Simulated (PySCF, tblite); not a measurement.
# C₅H₉PSi: geometry, infrared bands and NMR shifts

What infrared bands and NMR shifts should C₅H₉PSi (`[SiH3]P1C=CCC=C1`) show?

The runs use tblite 0.8.0 and PySCF 2.14.0, with density-fitted response routines of our own; the level of theory stands in each step. All values are computed, except where a source is named. Atoms count from 0, in the outputs and in this text.

### Step 1. The starting structure

16 atoms, charge 0, multiplicity 1; geometry from: force field or distance geometry start.

Bonds of the start (Å): Si0–P1 2.24, P1–C2 1.83, C2–C3 1.34, C3–C4 1.51, C4–C5 1.50, C5–C6 1.34, C6–P1 1.84, Si0–H7 1.49, Si0–H8 1.48, Si0–H9 1.48, C2–H10 1.09, C3–H11 1.08, C4–H12 1.10, C4–H13 1.09, C5–H14 1.08, C6–H15 1.09.

### Step 2. Geometry optimisation with GFN2-xTB

The job: settings as JSON, then the geometry in Å.

```
{"job": {"kind": "relax", "xc": "GFN2-xTB", "basis": "xTB"}, "charge": 0, "multiplicity": 1}
Si     2.704000     0.115100    -0.046100
P      0.808200    -0.002700    -1.230100
C     -0.141000     1.396900    -0.540300
C     -1.328700     1.227900     0.059300
C     -2.019400    -0.078400     0.376900
C     -1.219900    -1.326200     0.155400
C     -0.023200    -1.440300    -0.446700
H      2.402500     0.161000     1.413900
H      3.541400    -1.073500    -0.340900
H      3.424600     1.351000    -0.423400
H      0.212100     2.415300    -0.674500
H     -1.865600     2.104400     0.405300
H     -2.943500    -0.137100    -0.212500
H     -2.314400    -0.053400     1.421800
H     -1.672500    -2.222000     0.559200
H      0.427700    -2.429000    -0.488800
```

Run with:

```sh
$ OMP_NUM_THREADS=1 python probes_run.py task.json out
```

This one command runs all jobs of the session in turn.

**Question.** This job is followed by: GFN2-xTB harmonic vibrations, gas phase; GIAO PBE0/pcSseg-1 NMR shielding, non-relativistic, gas phase. What will the session give for the following? strongest single infrared mode (GFN2-xTB); zero-point energy (GFN2-xTB); 13C shifts against TMS (PBE0/pcSseg-1, means over atoms taken as alike); 1H shifts against TMS (PBE0/pcSseg-1, means over atoms taken as alike); 29Si shifts against TMS (PBE0/pcSseg-1); 31P shifts against H3PO4 (PBE0/pcSseg-1); surface potential, 1st and 99th percentile.

The runs gave:

| quantity | value |
| --- | --- |
| strongest single infrared mode (GFN2-xTB) | 747 cm⁻¹, 622 km/mol |
| zero-point energy (GFN2-xTB) | 73.0 kcal/mol |
| 13C shifts against TMS (PBE0/pcSseg-1, means over atoms taken as alike) | 133.8, 129.7, 32.3 ppm |
| 1H shifts against TMS (PBE0/pcSseg-1, means over atoms taken as alike) | 6.27, 6.17, 3.93, 3.06 ppm |
| 29Si shifts against TMS (PBE0/pcSseg-1) | -78.4 ppm |
| 31P shifts against H3PO4 (PBE0/pcSseg-1) | -140.8 ppm |
| surface potential, 1st and 99th percentile | -0.94 V and 0.87 V |

**Reading.** The optimisation took 71 steps and gained 0.154 eV; among the close pairs (by a distance rule), P1–C6 changed most, from 1.836 to 1.805 Å. All 42 modes are real, so the xTB geometry is a minimum. The strongest single mode, at 747 cm⁻¹, has its largest shares on H8, H9 and H7 (the list is cut at 3 atoms). GFN2-xTB is a fitted tight-binding method: band positions and strengths are rough. Its intensities can rank the bands wrongly.
